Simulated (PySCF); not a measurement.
The system is OGaFBrH, in a box.

```
CELL_PARAMETERS angstrom
11.00000 0.00000 0.00000
0.00000 13.00000 0.00000
0.00000 0.00000 13.00000
ATOMIC_POSITIONS crystal
O 0.43147 0.37780 0.56541
Ga 0.47662 0.48933 0.49852
F 0.44536 0.49267 0.36781
Br 0.57089 0.62543 0.57113
H 0.45097 0.37990 0.63742
```

Base run:

```yaml
Program: PySCF 2.14.0
Functional: TM
Potentials_or_basis: def2-svp (all-electron)
k_mesh: 1 × 1 × 1
Occupations: fixed
Spin: no spin polarisation
```

Its results: gap between the frontier levels 5.33 eV.

Problem. The run is repeated on the same cell with these changes: functional from TM to SVWN5. What comes out?

Solution. Gap between the frontier levels 4.90 eV.

TM gives the wider gap, since meta-GGAs in the generalised Kohn-Sham scheme recover part of the derivative discontinuity.

Caveats: this is a molecule in a periodic box at the Γ point, so its band gap is the HOMO-LUMO gap; relativity is left out, which matters for the heavier elements; the basis of atomic orbitals isn't converged, which shifts pressures, moduli and gaps.

A k mesh can miss the band edges.

Not every run made on this cell is shown here.
